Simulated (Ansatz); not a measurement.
# GaCS (quartet): wave-function methods side by side at a displaced geometry (v1), cc-pVDZ

An exercise on one series of results from a longer session: the logs are not shown, and one member is left open.

Computed with Ansatz 0.2.0, Gaussian basis. Level: cc-pVDZ, core rule «outside noble gas», up to 20 orbitals frozen.

The runs, in order: UHF; CCSD(T) on ROHF; CCSD(T) on UHF; BCCD(T) on ROHF; CISD; CCSDT(Q) on ROHF; CCSDT(Q) on UHF.

24 further runs of the same task are left out: 7 for a known fault of the program, 1 for a mislabelled method, 6 that didn't finish, 10 set aside as unsound or not needed.

## The geometry

The geometry is a PBE0/def2-TZVP stationary point (not a proven minimum) with its atoms shifted at random (size 0.040 Å). No spin-orbit coupling is included. The filled d shell of Ga may be among the frozen orbitals whatever the setting's name suggests; the logs give the count.

3 atoms, charge 0, spin multiplicity 4.

Atoms are counted from 1 here; the program's logs count them from 0.

Bond lengths: C1–S2 1.706 Å, C1–Ga3 1.943 Å, S2–Ga3 2.443 Å. Angles: S2–C1–Ga3 83.8°, C1–S2–Ga3 52.3°, C1–Ga3–S2 44.0°.

The first run:

File in.yaml:

```yaml
crystal:
  periodic: [false, false, false]
  atoms:
    - {symbol: C, position_ang: [-0.028642, -1.182593, 0.611278]}
    - {symbol: S, position_ang: [-0.029475, 0.208050, 1.599639]}
    - {symbol: Ga, position_ang: [0.018489, 0.108037, -0.840961]}
basis:
  gaussian: {orbitals: cc-pVDZ}
magnetization: {spin_polarized: true, initial_magnetization: 3}
hamiltonian: {xc: hf}
output: {orbitals: {seedname: orbitals}}
```

The run is started by

```console
ansatz run in.yaml --threads 1 --pin off --events-out ev --progress --plain --max-ram 2393MiB
```

Steps of the session up to this table: UHF; CCSD(T) on ROHF; CCSD(T) on UHF; BCCD(T) on ROHF; CISD; CCSDT(Q) on ROHF; CCSDT(Q) on UHF.

One of the session's tables, all rows but one given; the rest of the session is left out.

It belongs to the step «Misses and costs». 

```
   method  from RCCSDT(Q) (meV)
     ROHF               +8897.1
      UHF                     ?
     RMP2               +1276.5
     UMP2               +1442.4
    RCCSD                +548.2
    UCCSD                +529.5
 RCCSD(T)                 +91.9
 UCCSD(T)                +109.9
  BCCD(T)                 +87.9
   RCCSDT                 +47.1
   UCCSDT                 +37.9
RCCSDT(Q)                     0
UCCSDT(Q)                 -21.6
```

**Question.** Estimate the row for UHF.

As computed: from RCCSDT(Q) (meV): +8476.8. In the column «from RCCSDT(Q) (meV)» it lies between UMP2 (+1442.4) and ROHF (+8897.1).

Not comparable, so not listed: CISD (they don't share determinant, frozen orbitals or solution with the rows shown, or repeat one).

To keep in mind: Restricted and unrestricted rows rest on different reference determinants; where their highest levels disagree by more than a few hundredths of an eV, they describe different states and don't form one ladder.
